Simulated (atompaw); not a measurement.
# Pseudopotential generation for dysprosium: PAW (atompaw), PBEsol

Task: generate the file, and judge it by its logarithmic derivatives, its ghosts and its cutoff.

Program: atompaw 4.2.0.5. Reference atom: PBEsol, scalar-relativistic, spherical and spin-unpolarised. All values are calculated.

## 1. The design

Typed settings, in words:

* element: dysprosium (Dy, Z = 66)
* type: PAW
* frozen core: [Kr] 4d10
* valence charge: 20
* reference configuration: 4f10 5s2 5p6 5d0 6s1 6p1
* partial waves: 5s (bound): rc 2.00 bohr; 6s (bound): rc 1.85 bohr; 5p (bound): rc 1.60 bohr; 6p (bound): rc 2.25 bohr; 5d (bound, empty): rc 3.00 bohr; 5d channel at 3.45 Ry: rc 3.00 bohr; 4f (bound): rc 0.85 bohr; 4f channel at 2.55 Ry: rc 0.85 bohr
* local potential: vpsmatchnc scheme with l = 4 at 0.5 Ry, radius 2.05 bohr
* core correction: smooth core density matched at 2.20 bohr
* augmentation charge: sinc compensation charge, radius 2.40 bohr; PAW radius 3.00 bohr; waves and projectors: custom rrkj gramschmidtortho

The outer shells as boxes (Hund's rule for the drawing; the calculation is spin-unpolarised):

```
[Kr] core
4d [↑↓][↑↓][↑↓][↑↓][↑↓]
4f [↑↓][↑↓][↑↓][↑ ][↑ ][↑ ][↑ ]
5s [↑↓]
5p [↑↓][↑↓][↑↓]
5d [  ][  ][  ][  ][  ]
6s [↑ ]
6p [↑ ][  ][  ]
```

An earlier all-electron run gives the scale for the radii.

All-electron outer shells of the reference configuration (PBEsol, scalar-relativistic, ld1.x):

```
shell  level (eV)  outermost node (bohr)  outermost maximum (bohr)
   4p     -292.71                   0.28                      0.51
   4d     -154.32                   0.26                      0.53
   5s      -50.45                   0.63                      1.16
   5p      -26.85                   0.67                      1.33
   4f       -4.59                      –                      0.54
   6s       -4.56                   1.57                      3.40
   5d       -2.22                   0.76                      2.03
   6p       -1.79                   1.91                      4.70
```

## 2. The generation run

The input, Dy.input:

```
Dy 66
GGA-PBESOL scalarrelativistic loggrid 2001 logderivrange -6 5 276
6 6 5 4 0 0
6 0 1
6 1 1
5 2 0
4 3 10
0 0 0
c
c
c
c
v
v
c
c
c
v
v
c
c
v
v
3
3.00 2.40 2.05 2.20
n
n
y
3.45
n
y
2.55
n
custom rrkj gramschmidtortho sinc
4 0.5 vpsmatchnc
2.00
1.85
1.60
2.25
3.00
3.00
0.85
0.85
PWSCFOUT
UPFDX 0.0125d0 UPFXMIN -7.d0 UPFZMESH 66.d0
END
```

Started as:

```bash
atompaw < Dy.input > Dy.log
```

**Question.** What will these runs give? Wanted: cutoffs for 10 and 1 mRy, occupied levels; bound ghosts; largest phase difference near zero energy, channels read; lowest eigenvalue of the overlap; share of valence orbitals outside the PAW sphere; UPF file.

**Answer**, as computed:

```
                                                quantity                                              value
               cutoffs for 10 and 1 mRy, occupied levels                             300 Ry and over 300 Ry
                                            bound ghosts                                         none found
largest phase difference near zero energy, channels read                                          0.007 rad
         lowest eigenvalue of the overlap (Bessel basis)                                          0.022 (s)
        share of valence orbitals outside the PAW sphere  5s 0 %, 6s 75 %, 5p 2 %, 6p 93 %, 5d 45 %, 4f 1 %
                                                UPF file                                            written
```

What this shows: It counts as very hard, with 300 Ry needed at the looser tolerance. The tighter tolerance needs over 300 Ry, and converged work needs a cutoff nearer that. The slowest occupied level is 4f: taken alone it needs 300 Ry to come within 1 mRy, against 30 Ry for 5p. No bound ghost shows below the valence levels. Near zero energy the phases of the channels with partial waves agree within 0.007 rad. These are tests on the free atom; a crystal test is still owed.
